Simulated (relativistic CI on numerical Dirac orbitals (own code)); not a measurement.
# Te³²⁺: one ion under different settings

Aim: see what numerical and physical settings do to the SCF, the total energy and the lowest levels of Te³²⁺.

The numbers are computed with relativistic CI on numerical Dirac orbitals (own code) version 3 (Dirac-Coulomb-Breit CI, KLI orbitals optimised for each configuration, model QED (radiative potential, 1s self-energy scaled to tabulated hydrogen-like ionisation energies), numerical settings as typed), except any that are marked as measured or tabulated.

## 1. The system

| Property | Result |
| --- | --- |
| ion | Te³²⁺ (Te XXXIII) |
| nuclear charge | 52 |
| electrons | 20 |
| isotope | A = 130 |

## 2. Usual settings

Input settings:

```ini
atom Te  Z=52  charge=32  electrons=20
nucleus A=130  rms_radius_fm=4.7423
hamiltonian dirac-coulomb  breit=on  qed=on  c_scale=1
orbitals kli  potential=per-configuration
slater_scale 1
correlation none
mixing on
grid step=0.0125 r_max=3.7
scf mixing=0.4 start=green max_iterations=150 tolerance=2e-08 node_fill=0.05
configurations
  [Ar] 3d2
end
```

Run with:

```bash
> python run_levels.py task.json out
```

task.json lists these runs, among others, and the program works through them in turn.

## 3. Speed-of-light factor 10, QED terms off

Changes to the settings of step 2:

```diff
@@ -2,3 +2,3 @@
 nucleus A=130  rms_radius_fm=4.7423
-hamiltonian dirac-coulomb  breit=on  qed=on  c_scale=1
+hamiltonian dirac-coulomb  breit=on  qed=off  c_scale=10
 orbitals kli  potential=per-configuration
```

## 4. Node fill 0.01, nuclear radius 4.2681, potential mixing 0.1

Input settings:

```ini
atom Te  Z=52  charge=32  electrons=20
nucleus A=130  rms_radius_fm=4.2681
hamiltonian dirac-coulomb  breit=on  qed=on  c_scale=1
orbitals kli  potential=per-configuration
slater_scale 1
correlation none
mixing on
grid step=0.0125 r_max=3.7
scf mixing=0.1 start=green max_iterations=150 tolerance=2e-08 node_fill=0.01
configurations
  [Ar] 3d2
end
```

## 5. Potential mixing 0.7

Input settings:

```ini
atom Te  Z=52  charge=32  electrons=20
nucleus A=130  rms_radius_fm=4.7423
hamiltonian dirac-coulomb  breit=on  qed=on  c_scale=1
orbitals kli  potential=per-configuration
slater_scale 1
correlation none
mixing on
grid step=0.0125 r_max=3.7
scf mixing=0.7 start=green max_iterations=150 tolerance=2e-08 node_fill=0.05
configurations
  [Ar] 3d2
end
```

## 6. Speed-of-light factor 0.8

Input settings:

```ini
atom Te  Z=52  charge=32  electrons=20
nucleus A=130  rms_radius_fm=4.7423
hamiltonian dirac-coulomb  breit=on  qed=on  c_scale=0.8
orbitals kli  potential=per-configuration
slater_scale 1
correlation none
mixing on
grid step=0.0125 r_max=3.7
scf mixing=0.4 start=green max_iterations=150 tolerance=2e-08 node_fill=0.05
configurations
  [Ar] 3d2
end
```

(Steps that only read results are left out.)

What does the calculation give? Wanted: lowest level, usual settings; total energy; first excitation.

**Answer**, as computed:

| setting | total energy less usual (Ha) | largest shift of a level among the lowest eight of both runs, same label and place (cm⁻¹) | SCF iterations | time | lowest level | kind of change |
| --- | --- | --- | --- | --- | --- | --- |
| usual | 0 | 0 | 10 | 0.044 s | 3d2 3F2 | - |
| speed-of-light factor 10, QED terms off | 171 | 194000 | 10 | 0.023 s | 3d2 3F2 | unphysical constant |
| node fill 0.01, nuclear radius 4.2681, potential mixing 0.1 | -0.0332 | 54.1 | 11 | 0.045 s | 3d2 3F2 | unphysical constant |
| potential mixing 0.7 | 0 | 0 | 8 | 0.042 s | 3d2 3F2 | numerical |
| speed-of-light factor 0.8 | -111 | 121000 | 10 | 0.044 s | 3d2 3F2 | unphysical constant |

```
                    quantity          value
lowest level, usual settings        3d2 3F2
                total energy  -6051.8610 Ha
            first excitation     93821 cm⁻¹
```

What this shows: Among the runs whose levels can be followed, they move most under «speed-of-light factor 10, QED terms off» (unphysical constant), by up to 194000 cm⁻¹. No visible change in the result comes from «potential mixing 0.7». Only the listed configurations are in the model.
